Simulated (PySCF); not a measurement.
# [Hf(N2)6]4+: other functionals and bases at one geometry

How far do other levels of theory move the description of [Hf(N2)6]4+, and what does each cost? The species was built from a template and needn't be a known compound.

Program: PySCF 2.14.0. Level of theory: several levels, as the steps say, no spin–orbit coupling. These are calculated values, not measurements.

3 further runs of the same task are left out: 2 for a known fault of the program, 1 that didn't finish. Runs told in other sessions of the task aren't counted.

**1. Where the work starts**

13 atoms, charge 4, spin multiplicity 1.

Bond lengths: Hf1–N2 2.315 Å, Hf1–N4 2.315 Å, Hf1–N6 2.315 Å, Hf1–N8 2.315 Å, Hf1–N10 2.315 Å, Hf1–N12 2.315 Å, N2–N3 1.124 Å, N4–N5 1.124 Å, N6–N7 1.124 Å, N8–N9 1.124 Å, N10–N11 1.124 Å, N12–N13 1.124 Å. Angles: N2–Hf1–N4 180.0°, N2–Hf1–N6 90.0°, N2–Hf1–N8 90.0°, N2–Hf1–N10 90.0°, N2–Hf1–N12 90.0°, N4–Hf1–N6 90.0°, N4–Hf1–N8 90.0°, N4–Hf1–N10 90.0°, N4–Hf1–N12 90.0°, N6–Hf1–N8 90.0°, N6–Hf1–N10 180.0°, N6–Hf1–N12 90.0°, N8–Hf1–N10 90.0°, N8–Hf1–N12 180.0°, N10–Hf1–N12 90.0°, Hf1–N2–N3 180.0°, Hf1–N4–N5 180.0°, Hf1–N6–N7 180.0° and more.

Coordinates:

```xyz
13

Hf    0.00000    0.00000    0.00000
N     0.00000    0.00000    2.31460
N     0.00000    0.00000    3.43904
N     0.00000    0.00000   -2.31460
N     0.00000    0.00000   -3.43904
N     2.31460    0.00000    0.00000
N     3.43904    0.00000    0.00000
N     0.00000    2.31460    0.00000
N     0.00000    3.43904    0.00000
N    -2.31460    0.00000    0.00000
N    -3.43904    0.00000    0.00000
N     0.00000   -2.31460    0.00000
N     0.00000   -3.43904    0.00000
```

Formal oxidation states: Hf +4. An earlier session relaxed this geometry at BP86, Hf def2-SVP with ECP60, N def2-SVP (singlet, point group Oh).

At BP86 on the finer grid: E = -702.698471 Eh, HOMO -28.26 eV, LUMO -24.97 eV, Mulliken charge on Hf1 +2.10 e, largest force component 0.011 eV/Å. 

Levels to run: HF; revPBE; B3LYP; PBE0; BP86, TZVP. Hardware: 4 threads of Arm Neoverse V1, shared host.

**2. HF**

Contents of run.py (the lines that set the calculation):

```python
mol = gto.M(atom='''
Hf     0.00000     0.00000     0.00000
N      0.00000     0.00000     2.31460
N      0.00000     0.00000     3.43904
N      0.00000     0.00000    -2.31460
N      0.00000     0.00000    -3.43904
N      2.31460     0.00000     0.00000
N      3.43904     0.00000     0.00000
N      0.00000     2.31460     0.00000
N      0.00000     3.43904     0.00000
N     -2.31460     0.00000     0.00000
N     -3.43904     0.00000     0.00000
N      0.00000    -2.31460     0.00000
N      0.00000    -3.43904     0.00000''',
    basis={'Hf': 'def2-SVP', 'N': 'def2-SVP'},
    ecp={'Hf': 'def2-SVP'},
    charge=4, spin=0)
mf = scf.RHF(mol)
mf = mf.density_fit()  # fitting sets: Hf def2-universal-JKFIT, N def2-universal-JKFIT
mf.conv_tol = 1e-08; mf.max_cycle = 55
mf.kernel(dm0)  # dm0: the density of the relaxed state
```

On the command line:

```bash
$ OMP_NUM_THREADS=4 python run.py
```

The log of the run:

```text
init E= -698.466254515903
  HOMO = -1.25248622236646  LUMO = -0.69678472277082  gap/eV = 15.12141
cycle= 1 E= -698.595160395149  delta_E= -0.129  |g|= 0.149  |ddm|= 1.04
  HOMO = -1.26681608937032  LUMO = -0.748874466027511  gap/eV = 14.09391
cycle= 2 E= -698.601485727231  delta_E= -0.00633  |g|= 0.0461  |ddm|= 0.345
  HOMO = -1.26852672807256  LUMO = -0.744478465343554  gap/eV = 14.26008
cycle= 3 E= -698.601988146611  delta_E= -0.000502  |g|= 0.0435  |ddm|= 0.088
  HOMO = -1.26627983765134  LUMO = -0.740412164149042  gap/eV = 14.30959
cycle= 4 E= -698.602349908244  delta_E= -0.000362  |g|= 0.00605  |ddm|= 0.048
  HOMO = -1.26610847307813  LUMO = -0.742424658861159  gap/eV = 14.25016
cycle= 5 E= -698.602365687383  delta_E= -1.58e-05  |g|= 0.00259  |ddm|= 0.014
  HOMO = -1.26621465657609  LUMO = -0.742036123053119  gap/eV = 14.26362
cycle= 6 E= -698.60236738045  delta_E= -1.69e-06  |g|= 0.000622  |ddm|= 0.00492
  HOMO = -1.26614876963139  LUMO = -0.741929588992089  gap/eV = 14.26473
cycle= 7 E= -698.602367493802  delta_E= -1.13e-07  |g|= 7.95e-05  |ddm|= 0.00133
  HOMO = -1.26615163853625  LUMO = -0.741937104476246  gap/eV = 14.26460
cycle= 8 E= -698.602367495652  delta_E= -1.85e-09  |g|= 8.49e-06  |ddm|= 0.000153
  HOMO = -1.26615095659674  LUMO = -0.741936497162162  gap/eV = 14.26460
Extra cycle  E= -698.602367495669  delta_E= -1.66e-11  |g|= 6.05e-06  |ddm|= 1.44e-05
converged SCF energy = -698.602367495669
```

It took 8.7 s on 4 threads of Arm Neoverse V1, shared host.

Read off: E = -698.602367 Eh, HOMO -34.45 eV, LUMO -20.19 eV, Mulliken charge on Hf1 +2.91 e, largest force component 7.163 eV/Å. 

**3. revPBE**

run.py (the lines that set the calculation), as its differences from that of step 2:

```diff
@@ -17,3 +17,4 @@
     charge=4, spin=0)
-mf = scf.RHF(mol)
+mf = dft.RKS(mol, xc='PBE_R,PBE')
+mf.grids.atom_grid = (75, 302)
 mf = mf.density_fit()  # fitting sets: Hf def2-universal-JKFIT, N def2-universal-JKFIT
```

On the command line:

```bash
$ OMP_NUM_THREADS=4 python run.py
```

The log of the run:

```text
init E= -702.529945764
  HOMO = -1.03274883383348  LUMO = -0.907699232839293  gap/eV = 3.40277
cycle= 1 E= -702.530288542195  delta_E= -0.000343  |g|= 0.0232  |ddm|= 0.16
  HOMO = -1.03052682364746  LUMO = -0.913354845076341  gap/eV = 3.18841
cycle= 2 E= -702.52883285386  delta_E= 0.00146  |g|= 0.0815  |ddm|= 0.0871
  HOMO = -1.03173646799626  LUMO = -0.909448224836915  gap/eV = 3.32763
cycle= 3 E= -702.530381809038  delta_E= -0.00155  |g|= 0.0175  |ddm|= 0.0621
  HOMO = -1.03189687155616  LUMO = -0.908715741533898  gap/eV = 3.35193
cycle= 4 E= -702.530448250709  delta_E= -6.64e-05  |g|= 0.00124  |ddm|= 0.0141
  HOMO = -1.03196822955815  LUMO = -0.908923153523235  gap/eV = 3.34823
cycle= 5 E= -702.530448641324  delta_E= -3.91e-07  |g|= 0.000168  |ddm|= 0.00187
  HOMO = -1.03195404979077  LUMO = -0.908886421794314  gap/eV = 3.34884
cycle= 6 E= -702.530448644837  delta_E= -3.51e-09  |g|= 0.000165  |ddm|= 0.000267
  HOMO = -1.03195466916909  LUMO = -0.908885863620146  gap/eV = 3.34887
cycle= 7 E= -702.530448650122  delta_E= -5.28e-09  |g|= 2.94e-05  |ddm|= 0.000104
  HOMO = -1.03195400052271  LUMO = -0.908893726793336  gap/eV = 3.34864
Extra cycle  E= -702.530448647071  delta_E= 3.05e-09  |g|= 0.000123  |ddm|= 0.000107
converged SCF energy = -702.530448647071
```

Run time: 26 s. Hardware: 4 threads of Arm Neoverse V1, shared host.

Result: E = -702.530449 Eh, HOMO -28.08 eV, LUMO -24.73 eV, Mulliken charge on Hf1 +2.17 e, largest force component 0.162 eV/Å. 

**4. B3LYP**

run.py (the lines that set the calculation), as its differences from that of step 3:

```diff
@@ -17,3 +17,3 @@
     charge=4, spin=0)
-mf = dft.RKS(mol, xc='PBE_R,PBE')
+mf = dft.RKS(mol, xc='B3LYP')
 mf.grids.atom_grid = (75, 302)
```

On the command line:

```bash
$ OMP_NUM_THREADS=4 python run.py
```

The log of the run:

```text
init E= -702.601192523857
  HOMO = -1.09435071371749  LUMO = -0.877866345094251  gap/eV = 5.89084
cycle= 1 E= -702.604685468765  delta_E= -0.00349  |g|= 0.0785  |ddm|= 0.304
  HOMO = -1.09632040773162  LUMO = -0.908157205094442  gap/eV = 5.12018
cycle= 2 E= -702.603507639956  delta_E= 0.00118  |g|= 0.102  |ddm|= 0.218
  HOMO = -1.09735556181284  LUMO = -0.894713621191202  gap/eV = 5.51417
cycle= 3 E= -702.606511207238  delta_E= -0.003  |g|= 0.00659  |ddm|= 0.116
  HOMO = -1.0969506089647  LUMO = -0.893370497541604  gap/eV = 5.53970
cycle= 4 E= -702.606505884841  delta_E= 5.32e-06  |g|= 0.00825  |ddm|= 0.00898
  HOMO = -1.09676821354328  LUMO = -0.89371980033233  gap/eV = 5.52523
cycle= 5 E= -702.606520354353  delta_E= -1.45e-05  |g|= 0.000697  |ddm|= 0.00566
  HOMO = -1.09681453017256  LUMO = -0.893796155774291  gap/eV = 5.52441
cycle= 6 E= -702.606520455008  delta_E= -1.01e-07  |g|= 5.89e-05  |ddm|= 0.000773
  HOMO = -1.09681375060549  LUMO = -0.893797974109531  gap/eV = 5.52434
cycle= 7 E= -702.606520454996  delta_E= 1.27e-11  |g|= 6.24e-05  |ddm|= 7.02e-05
  HOMO = -1.09681208779693  LUMO = -0.893800650939852  gap/eV = 5.52422
Extra cycle  E= -702.606520449747  delta_E= 5.25e-09  |g|= 0.000174  |ddm|= 0.000142
converged SCF energy = -702.606520449747
```

Run time: 31 s. Hardware: 4 threads of Arm Neoverse V1, shared host.

It gives: E = -702.606520 Eh, HOMO -29.85 eV, LUMO -24.32 eV, Mulliken charge on Hf1 +2.22 e, largest force component 1.902 eV/Å. 

**5. PBE0**

run.py (the lines that set the calculation), as its differences from that of step 4:

```diff
@@ -17,3 +17,3 @@
     charge=4, spin=0)
-mf = dft.RKS(mol, xc='B3LYP')
+mf = dft.RKS(mol, xc='PBE0')
 mf.grids.atom_grid = (75, 302)
```

On the command line:

```bash
$ OMP_NUM_THREADS=4 python run.py
```

The log of the run:

```text
init E= -701.828728464384
  HOMO = -1.10391969215675  LUMO = -0.869809440177304  gap/eV = 6.37046
cycle= 1 E= -701.836553886438  delta_E= -0.00783  |g|= 0.0691  |ddm|= 0.405
  HOMO = -1.11031141006735  LUMO = -0.898247534008761  gap/eV = 5.77055
cycle= 2 E= -701.836436571873  delta_E= 0.000117  |g|= 0.0726  |ddm|= 0.188
  HOMO = -1.10980723974838  LUMO = -0.88757430668602  gap/eV = 6.04727
cycle= 3 E= -701.837792480201  delta_E= -0.00136  |g|= 0.0191  |ddm|= 0.0844
  HOMO = -1.10951380863736  LUMO = -0.885540351939611  gap/eV = 6.09463
cycle= 4 E= -701.837829628679  delta_E= -3.71e-05  |g|= 0.0122  |ddm|= 0.0178
  HOMO = -1.10901643526121  LUMO = -0.886095200256026  gap/eV = 6.06600
cycle= 5 E= -701.837863629053  delta_E= -3.4e-05  |g|= 0.000599  |ddm|= 0.00943
  HOMO = -1.10905175342108  LUMO = -0.886222031246056  gap/eV = 6.06351
cycle= 6 E= -701.837863734995  delta_E= -1.06e-07  |g|= 6.08e-05  |ddm|= 0.00108
  HOMO = -1.10905155761649  LUMO = -0.886214784006389  gap/eV = 6.06370
cycle= 7 E= -701.83786373484  delta_E= 1.55e-10  |g|= 7.14e-05  |ddm|= 8.5e-05
  HOMO = -1.10905013146693  LUMO = -0.886215710819592  gap/eV = 6.06363
Extra cycle  E= -701.837863729194  delta_E= 5.65e-09  |g|= 0.000184  |ddm|= 0.000154
converged SCF energy = -701.837863729194
```

Run time: 30 s. Hardware: 4 threads of Arm Neoverse V1, shared host.

It gives: E = -701.837864 Eh, HOMO -30.18 eV, LUMO -24.12 eV, Mulliken charge on Hf1 +2.34 e, largest force component 2.414 eV/Å. 

**6. BP86, TZVP**

Basis: Hf def2-TZVP with ECP60, N def2-TZVP. 

run.py (the lines that set the calculation), as its differences from that of step 5:

```diff
@@ -14,6 +14,6 @@
 N      0.00000    -3.43904     0.00000''',
-    basis={'Hf': 'def2-SVP', 'N': 'def2-SVP'},
-    ecp={'Hf': 'def2-SVP'},
+    basis={'Hf': 'def2-TZVP', 'N': 'def2-TZVP'},
+    ecp={'Hf': 'def2-TZVP'},
     charge=4, spin=0)
-mf = dft.RKS(mol, xc='PBE0')
+mf = dft.RKS(mol, xc='B88,P86')
 mf.grids.atom_grid = (75, 302)
@@ -21,2 +21,2 @@
 mf.conv_tol = 1e-08; mf.max_cycle = 55
-mf.kernel(dm0)  # dm0: the density of the relaxed state
+mf.kernel(dm0)  # dm0: free metal ions and neutral atoms
```

On the command line:

```bash
$ OMP_NUM_THREADS=4 python run.py
```

The log of the run:

```text
init E= -695.344179502951
  HOMO = -1.08080132245916  LUMO = -1.03827978119087  gap/eV = 1.15707
cycle= 1 E= -701.693097712809  delta_E= -6.35  |g|= 2.99  |ddm|= 4.13
  HOMO = -0.766044320240828  LUMO = -0.600579901289207  gap/eV = 4.50252
cycle= 2 E= -687.583376214264  delta_E= 14.1  |g|= 8.05  |ddm|= 4.88
  HOMO = -0.987095485674873  LUMO = -0.87421520412898  gap/eV = 3.07163
cycle= 3 E= -703.431510167582  delta_E= -15.8  |g|= 0.493  |ddm|= 4.04
  HOMO = -1.05408325096853  LUMO = -0.90629941259923  gap/eV = 4.02140
cycle= 4 E= -703.459110863479  delta_E= -0.0276  |g|= 0.286  |ddm|= 0.587
  HOMO = -1.03998419368535  LUMO = -0.93230776497686  gap/eV = 2.93002
cycle= 5 E= -703.464114384664  delta_E= -0.005  |g|= 0.231  |ddm|= 0.423
  HOMO = -1.03724103477886  LUMO = -0.912478772041746  gap/eV = 3.39495
cycle= 6 E= -703.477822393724  delta_E= -0.0137  |g|= 0.0504  |ddm|= 0.182
  HOMO = -1.0378028140251  LUMO = -0.912317006742371  gap/eV = 3.41464
cycle= 7 E= -703.478284448945  delta_E= -0.000462  |g|= 0.015  |ddm|= 0.0163
  HOMO = -1.03790615312154  LUMO = -0.911326702242903  gap/eV = 3.44440
cycle= 8 E= -703.478334928721  delta_E= -5.05e-05  |g|= 0.00166  |ddm|= 0.01
  HOMO = -1.0379334153193  LUMO = -0.911375043242402  gap/eV = 3.44383
cycle= 9 E= -703.478335423822  delta_E= -4.95e-07  |g|= 0.000192  |ddm|= 0.000673
  HOMO = -1.03793361102917  LUMO = -0.911366763579054  gap/eV = 3.44406
cycle= 10 E= -703.478335431522  delta_E= -7.7e-09  |g|= 1.59e-05  |ddm|= 0.000112
  HOMO = -1.0379328396708  LUMO = -0.911368877112571  gap/eV = 3.44398
Extra cycle  E= -703.478335430563  delta_E= 9.59e-10  |g|= 7.17e-05  |ddm|= 3.66e-05
converged SCF energy = -703.478335430563
```

Wall time 75 s (4 threads of Arm Neoverse V1, shared host).

Read off: E = -703.478335 Eh, HOMO -28.24 eV, LUMO -24.80 eV, Mulliken charge on Hf1 +1.86 e, largest force component 1.198 eV/Å. 

**7. All levels side by side**

| level | state | HOMO (eV) | gap (eV) | charge on Hf1 (e) | dipole (D) | largest force component (eV/Å) | basis functions | time |
| --- | --- | --- | --- | --- | --- | --- | --- | --- |
| BP86 (relaxed here) | singlet | -28.26 | 3.29 | 2.10 | 0.00 | 0.01 | 200 | 52 s |
| HF | singlet | -34.45 | 14.26 | 2.91 | 0.00 | 7.16 | 200 | 8.7 s |
| revPBE | singlet | -28.08 | 3.35 | 2.17 | 0.00 | 0.16 | 200 | 26 s |
| B3LYP | singlet | -29.85 | 5.52 | 2.22 | 0.00 | 1.90 | 200 | 31 s |
| PBE0 | singlet | -30.18 | 6.06 | 2.34 | 0.00 | 2.41 | 200 | 30 s |
| BP86, TZVP | singlet | -28.24 | 3.44 | 1.86 | 0.00 | 1.20 | 412 | 75 s |

Times are on 4 threads of Arm Neoverse V1, shared host; the first row also made further properties. The dipole of a charged species depends on the origin, so these sizes hold for this origin alone.

In one basis the HOMO–LUMO gap runs from 3.29 eV (BP86) to 14.26 eV (HF). The largest leftover force, 7.16 eV/Å with HF, stands at a geometry relaxed at another level. The Mulliken charge on Hf spans +1.86 to +2.91 e over the levels. Total energies of different levels can't be compared. Spin–orbit coupling is left out throughout.
